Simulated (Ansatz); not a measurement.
# C2H6AlCl (dimethylaluminum chloride): RPA@PBE0/cc-pVDZ

What is the vertical ionisation energy of C2H6AlCl (dimethylaluminum chloride) at RPA@PBE0/cc-pVDZ? 

The calculation is run with Ansatz 0.2.0.

56 further runs of the same task are left out: 56 set aside as unsound or not needed.

**1. Starting point**

C2H6AlCl: 10 atoms, total charge 0, spin state singlet. As SMILES, `[CH3][Al]([CH3])[Cl]`. The coordinates come from a PBE0-D4/def2-TZVP relaxation.

Bond lengths: C1–Al2 1.942 Å, Al2–C3 1.942 Å, Al2–Cl4 2.114 Å, C1–H5 1.092 Å, C1–H6 1.095 Å, C1–H7 1.095 Å, C3–H8 1.095 Å, C3–H9 1.093 Å, C3–H10 1.094 Å. Some angles: C1–Al2–C3 125.8°, C1–Al2–Cl4 117.8°, C3–Al2–Cl4 116.4°, Al2–C1–H5 112.5°, Al2–C1–H6 110.7°, Al2–C1–H7 110.7°, Al2–C3–H8 110.7°, Al2–C3–H9 112.6°, Al2–C3–H10 110.7°, H5–C1–H6 108.1°.

**2. The energy at RPA@PBE0/cc-pVDZ**

job.yaml

```yaml
crystal:
  periodic: [false, false, false]
  atoms:
    - symbol: C
      position_ang: [-0.517700, 1.358200, -0.989200]
    - symbol: Al
      position_ang: [-0.252300, -0.446600, -0.322400]
    - symbol: C
      position_ang: [0.742200, -0.932200, 1.273500]
    - symbol: Cl
      position_ang: [-1.112300, -2.038200, -1.415400]
    - symbol: H
      position_ang: [-1.121400, 1.383800, -1.898300]
    - symbol: H
      position_ang: [-1.010200, 1.981400, -0.235400]
    - symbol: H
      position_ang: [0.443800, 1.835600, -1.206000]
    - symbol: H
      position_ang: [0.102400, -1.471200, 1.979300]
    - symbol: H
      position_ang: [1.158700, -0.063300, 1.788800]
    - symbol: H
      position_ang: [1.566900, -1.607500, 1.025200]
basis:
  gaussian:
    orbitals: cc-pVDZ
hamiltonian:
  xc: {name: PBE0}
correlation:
  method: rpa
  frozen_orbitals: {Al: 5, C: 1, Cl: 5, H: 0}
accuracy: high
```

Launch:

```bash
$ ansatz run job.yaml --threads 1 --pin off --max-ram 3480MiB --events-out events.jsonl --progress --plain --runs-dir runs
```

Log:

```text
Warning: RAYON_NUM_THREADS=1 ignored (pool sized by the plan → 1); use --threads N
Functional definition: PBE0
  name "PBE0"
  parameter a = 0.25
  parameter kappa = 0.804
  parameter beta = 0.06672455060314922
  exchange = (1 - a)*pbe_x(kappa = kappa, mu = beta*pi^2/3) + a*exact_x
  correlation = pbe_c(beta = beta)
2223 factors; integrals over basis functions are off by at most 4.2e-9 eV
mean field evaluation 1: about -21275.1501 eV, gradient 6.0e1 eV
mean field evaluation 2: about -21275.3351 eV, gradient 6.0e1 eV
mean field evaluation 4: about -21283.9786 eV, gradient 3.9e0 eV
mean field evaluation 8: about -21284.0331 eV, gradient 2.2e-1 eV
mean field evaluation 16: about -21284.0332 eV, gradient 3.6e-5 eV
mean field -21284.03320924 eV, -782.1737936035 hartree, gradient 2.2e-8 eV, S^2 0.000000; 0 other end points of the search recorded, 0 dependent functions left out
12 core orbitals not correlated: weight in the atoms' cores, before any rotation towards them, 1.000 or more for the frozen orbitals, at most 0.000 for the correlated occupied ones
reference -21244.70175301 eV, -780.7283892471 hartree; 12, 12 occupied and 70, 70 virtual orbitals, 2223 factors
Total energy: -21265.05085620 eV, -781.4762049960 hartree
```

Wall time 20 s (1 thread of Arm Neoverse V1, shared host); peak memory 0.36 GiB.

**3. The doublet cation at the same level**

input.yaml

```yaml
crystal:
  periodic: [false, false, false]
  atoms:
    - {symbol: C, position_ang: [-0.517700, 1.358200, -0.989200]}
    - {symbol: Al, position_ang: [-0.252300, -0.446600, -0.322400]}
    - {symbol: C, position_ang: [0.742200, -0.932200, 1.273500]}
    - {symbol: Cl, position_ang: [-1.112300, -2.038200, -1.415400]}
    - {symbol: H, position_ang: [-1.121400, 1.383800, -1.898300]}
    - {symbol: H, position_ang: [-1.010200, 1.981400, -0.235400]}
    - {symbol: H, position_ang: [0.443800, 1.835600, -1.206000]}
    - {symbol: H, position_ang: [0.102400, -1.471200, 1.979300]}
    - {symbol: H, position_ang: [1.158700, -0.063300, 1.788800]}
    - {symbol: H, position_ang: [1.566900, -1.607500, 1.025200]}
basis:
  gaussian:
    orbitals: cc-pVDZ
total_charge: 1
magnetization:
  spin_polarized: true
  initial_magnetization: 1
hamiltonian:
  xc: pbe0
correlation:
  method: rpa
  frozen_orbitals: {Al: 5, C: 1, Cl: 5, H: 0}
accuracy: high
```

Launch:

```bash
$ ansatz run input.yaml --threads 1 --pin off --max-ram 3480MiB --events-out events.jsonl --progress --plain --runs-dir runs
```

Log:

```text
Warning: RAYON_NUM_THREADS=1 ignored (pool sized by the plan → 1); use --threads N
Functional definition: PBE0
  name "PBE0"
  parameter a = 0.25
  parameter kappa = 0.804
  parameter beta = 0.06672455060314922
  exchange = (1 - a)*pbe_x(kappa = kappa, mu = beta*pi^2/3) + a*exact_x
  correlation = pbe_c(beta = beta)
2221 factors; integrals over basis functions are off by at most 4.1e-9 eV
mean field evaluation 1: about -21258.2887 eV, gradient 5.4e1 eV
mean field evaluation 2: about -21258.4956 eV, gradient 5.4e1 eV
mean field evaluation 4: about -21272.1965 eV, gradient 1.4e1 eV
mean field evaluation 8: about -21274.1873 eV, gradient 9.0e-1 eV
mean field evaluation 16: about -21274.2101 eV, gradient 3.4e-3 eV
mean field evaluation 32: about -21274.2101 eV, gradient 7.3e-8 eV
mean field evaluation 64: about -21270.6849 eV, gradient 5.5e0 eV
mean field -21274.21012473 eV, -781.8128019061 hartree, gradient 7.3e-8 eV, S^2 0.760326; 3 other end points of the search recorded, 0 dependent functions left out
12 core orbitals not correlated: weight in the atoms' cores, before any rotation towards them, 1.000 or more for the frozen orbitals, at most 0.000 for the correlated occupied ones
reference -21234.80683348 eV, -780.3647576614 hartree; 12, 11 occupied and 70, 71 virtual orbitals, 2221 factors
Total energy: -21255.18272032 eV, -781.1135576915 hartree
```

Run time: 40 s. Hardware: 1 thread of Arm Neoverse V1, shared host; peak memory 0.66 GiB.

**4. What came out**

At RPA@PBE0/cc-pVDZ, 12 core orbitals frozen:

```
                                          quantity          value
                    singlet C2H6AlCl: total energy  -781.47620 Eh
singlet C2H6AlCl: RPA correlation energy (valence)     -747.8 mEh
                      doublet cation: total energy  -781.11356 Eh
  doublet cation: RPA correlation energy (valence)     -748.8 mEh
 doublet cation: ⟨S²⟩ of the reference determinant          0.760
vertical ionisation energy (to the doublet cation)       9.868 eV
```

Removing an electron at fixed nuclei costs 9.87 eV (228 kcal/mol).
